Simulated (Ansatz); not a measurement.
# C₂H₉AlOSi: a ladder of functionals and wavefunction methods

An exercise on one series of results from a longer session: the logs are not shown, and one member is left open.

Computed with Ansatz 0.2.0, Gaussian basis. Level: functionals in def2-TZVPP, the program's frozen cores in correlated methods.

Plan: LDA (SPW92), PBE-D4, revPBE-D4, BLYP-D4, r2SCAN-D4, B97M-V, PBE0-D4, B3LYP-D4, r2SCANh-D4, r2SCAN0-D4, HSE06-D4, BHLYP-D4, CAM-B3LYP-D4, LC-ωPBE, ωB97X-V, ωB97M-V, B2PLYP, PBE-QIDH; CCSD(T)/def2-SVP; CCSD(T)/def2-TZVPP; MP2/def2-QZVPP; extrapolation to the limit; RPA on PBE.

### The geometry

An earlier PBE0-D4 in a triple-zeta def2 set relaxation fixed the geometry.

SMILES `C[SiH](C)[AlH][OH]`, 14 atoms, charge 0, spin multiplicity 1.

Atoms are counted from 1 here; the program's logs count them from 0.

Bond lengths: C1–Si2 1.881 Å, C1–H6 1.093 Å, C1–H7 1.092 Å, C1–H8 1.093 Å, Si2–C3 1.886 Å, Si2–Al4 2.455 Å, Si2–H9 1.499 Å, C3–H10 1.093 Å, C3–H11 1.092 Å, C3–H12 1.093 Å, Al4–O5 1.704 Å, Al4–H13 1.596 Å, O5–H14 0.956 Å. Angles: Si2–C1–H6 110.8°, Si2–C1–H7 111.0°, Si2–C1–H8 110.8°, H6–C1–H7 107.6°, H6–C1–H8 108.2°, H7–C1–H8 108.3°, C1–Si2–C3 110.3°, C1–Si2–Al4 111.9°, C1–Si2–H9 108.1°, C3–Si2–Al4 112.0°, C3–Si2–H9 107.2°, Al4–Si2–H9 107.2°, Si2–C3–H10 110.5°, Si2–C3–H11 111.4°, Si2–C3–H12 111.1°, H10–C3–H11 107.9°, H10–C3–H12 107.9°, H11–C3–H12 107.9° and more.

Set-up of the first run:

The input, in.yaml:

```yaml
crystal:
  periodic: [false, false, false]
  atoms:
    - {symbol: C, position_ang: [-1.613538, -0.072072, 0.915775]}
    - {symbol: Si, position_ang: [0.195147, 0.302601, 0.558884]}
    - {symbol: C, position_ang: [1.287948, -1.105967, 1.172981]}
    - {symbol: Al, position_ang: [0.577615, 0.793872, -1.816046]}
    - {symbol: O, position_ang: [-0.820221, 1.013255, -2.766106]}
    - {symbol: H, position_ang: [-1.935136, -0.973640, 0.388804]}
    - {symbol: H, position_ang: [-2.254804, 0.748626, 0.587558]}
    - {symbol: H, position_ang: [-1.774514, -0.226803, 1.986013]}
    - {symbol: H, position_ang: [0.577568, 1.528635, 1.332620]}
    - {symbol: H, position_ang: [1.143642, -1.262524, 2.245367]}
    - {symbol: H, position_ang: [2.345713, -0.891773, 1.003631]}
    - {symbol: H, position_ang: [1.048784, -2.041992, 0.661900]}
    - {symbol: H, position_ang: [1.990929, 0.934232, -2.544601]}
    - {symbol: H, position_ang: [-0.782032, 1.224252, -3.698181]}
basis:
  gaussian: {orbitals: def2-TZVPP}
hamiltonian: {xc: lda}
output: {orbitals: {seedname: orbitals}}
```

Launch:

```console
> ansatz run in.yaml --threads 4 --pin off --events-out ev --progress --plain --max-ram 10444MiB
```

Steps of the session up to this table: LDA; PBE-D4 (GGA); revPBE-D4 (GGA); BLYP-D4 (GGA); r2SCAN-D4 (meta-GGA); B97M-V (meta-GGA); PBE0-D4 (hybrid); B3LYP-D4 (hybrid); r2SCANh-D4 (hybrid); r2SCAN0-D4 (hybrid); HSE06-D4 (hybrid); BHLYP-D4 (hybrid); CAM-B3LYP-D4 (range-separated); LC-ωPBE (range-separated); ωB97X-V (range-separated); ωB97M-V (range-separated); B2PLYP (double hybrid); PBE-QIDH (double hybrid).

One of the session's tables, all rows but one given; the rest of the session is left out.

It belongs to the step «Orbital energies across the functionals». 

| functional | HOMO (eV) | gap (eV) |
| --- | --- | --- |
| LDA (SPW92) | -5.97 | 3.83 |
| PBE-D4 | ? | ? |
| revPBE-D4 | -5.87 | 4.05 |
| BLYP-D4 | -5.80 | 4.00 |
| r2SCAN-D4 | -6.14 | 4.44 |
| B97M-V | -6.19 | 4.32 |
| PBE0-D4 | -7.00 | 5.81 |
| B3LYP-D4 | -6.83 | 5.46 |
| r2SCANh-D4 | -6.54 | 5.10 |
| r2SCAN0-D4 | -7.15 | 6.09 |
| HSE06-D4 | -6.61 | 5.05 |
| BHLYP-D4 | -8.03 | 7.61 |
| CAM-B3LYP-D4 | -8.29 | 8.05 |
| LC-ωPBE | -9.56 | 10.38 |
| ωB97X-V | -9.26 | 9.95 |
| ωB97M-V | -9.01 | 9.43 |

Estimate the missing values for PBE-D4.

The run gave: HOMO (eV): -5.91; gap (eV): 3.98. In the column «HOMO (eV)» it lies between LDA (SPW92) (-5.97) and revPBE-D4 (-5.87).
